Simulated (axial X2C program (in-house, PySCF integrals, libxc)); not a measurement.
**TeC: properties at the nuclei**

Aim: properties at the nuclei of TeC, with spin–orbit coupling in the Hamiltonian from the start.

Computed with an in-house X2C program for linear molecules on PySCF integrals. Level: two-component X2C with atomic mean-field terms, Te dyall-cv3z, C dyall-v3z.

All values are calculated.

### 1 Set-up

File task.json:

```json
{"zs": [52, 6], "q": 0, "bas": ["dyall-cv3z", "dyall-v3z"], "r0": 1.95, "levels": ["PBE0", "HF", "BP86", "PBE50", "PBE"], "nst": 3}
```

Keys: zs atomic numbers; q charge; bas basis sets; r0 starting distance in Å; levels methods (HF also brings MP2); nst determinants followed.

The run is started by

```
> python soeom.py task.json out
```

Further steps of the session: Expectation values, lowest determinant; Expectation values, a higher determinant; Expectation values, a higher determinant.

**Question.** What will these runs give? Wanted: lowest determinant; qzz Te; qzz C; μ; higher determinant; Eeff magnitude; Ws magnitude Te; A∥/gI Te (for each run or level that gives them).

As calculated:

| quantity | value |
| --- | --- |
| lowest determinant | Ω = 0 (closed shell) |
| qzz Te (a.u.), PBE0 | -1.71 |
| qzz C (a.u.), PBE0 | -0.88 |
| μ (D), PBE0 | -2.60 |
| higher determinant | Ω = 2 (excess of +ω over −ω: ω = 1/2, ω = 3/2) |
| Eeff magnitude (GV/cm), PBE0, higher determinant | 0.0762 |
| Ws magnitude Te (kHz), PBE0, higher determinant | 0.0749 |
| A∥/gI Te (MHz), PBE0, higher determinant | 341 |
| qzz Te (a.u.), PBE0, higher determinant | 6.00 |
| higher determinant | Ω = 1 (excess of +ω over −ω: 2 × ω = 1/2) |
| Eeff magnitude (GV/cm), PBE0, higher determinant | 0.626 |
| Ws magnitude Te (kHz), PBE0, higher determinant | 0.693 |
| A∥/gI Te (MHz), PBE0, higher determinant | 567 |
| qzz Te (a.u.), PBE0, higher determinant | 6.08 |

**Reading.** The expectation values come from single determinants, which for open shells can mix terms of unlike spin or miss the lowest Ω, so a determinant need not be a state. Eeff is the effective electric field on the electron dipole moment in this Ω state and Ws the scalar–pseudoscalar constant (defined with the proton number Z and per Ω); A∥ is the parallel hyperfine constant, which follows by multiplying with the nuclear g factor gI = μI/(I μN); qzz is the electric field gradient, eQq0 = 234.96 MHz × Q/barn × qzz; μ is positive if C is the positive end. The operators were transformed with the bare-nucleus X2C matrices.
